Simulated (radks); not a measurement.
**Nuclear size and the levels of Pt**

One table from this session's results is given with a row withheld; the runs are named, their logs left out.

The numbers are computed with radks (a radial shooting solver on a logarithmic mesh, Libxc functionals) version 1 (Dirac Kohn-Sham, BLYP, spin-unpolarised, spherical densities, finite nucleus; open shells are shared between the two j in proportion to 2j + 1), except any that are marked as measured or tabulated.

## What is computed

| Property | Result |
| --- | --- |
| element | platinum (Z = 78) |
| charge | 0 |
| electrons | 78 |
| configuration | [Xe] 4f14 5d9 6s1 |
| nuclear rms radius | 5.427 fm |

Outer shells as boxes (Hund's rule):

Pt
```
[Xe] core
4f [↑↓][↑↓][↑↓][↑↓][↑↓][↑↓][↑↓]
5d [↑↓][↑↓][↑↓][↑↓][↑ ]
6s [↑ ]
```

Set-up of the first run:

Input:

```text
Z 78
configuration [Xe] 4f14 5d9 6s1 6p0 7s0
relativity Dirac
functional b88,lyp
spin unpolarised
j_filling average
nucleus finite rms 5.427 fm
c 137.035999084
```

Steps of the session up to this table: rms radius 5.427 fm.

One of the session's tables, all rows but one given; the rest of the session is left out.

It belongs to the step «rms radius 5.427 fm». From the orbitals of this run (lengths in bohr):

```
level     <r>  outermost maximum (interpolated)  90 % within  nodes
4f5/2  0.5126                             0.383        0.828      0
4f7/2  0.5200                             0.387        0.840      0
5p1/2   1.034                             0.921         1.50      3
5p3/2       ?                                 ?            ?      ?
5d3/2   1.653                              1.24         2.63      2
6s1/2   2.944                              2.39         4.45      5
5d5/2   1.745                              1.28         2.80      2
6p1/2   4.511                              3.30         7.23      4
```

Estimate the missing values for 5p3/2.

As computed: <r>: 1.135; outermost maximum (interpolated): 1.00; 90 % within: 1.65; nodes: 3. In the column «<r>» it lies between 5p1/2 (1.034) and 5d3/2 (1.653).
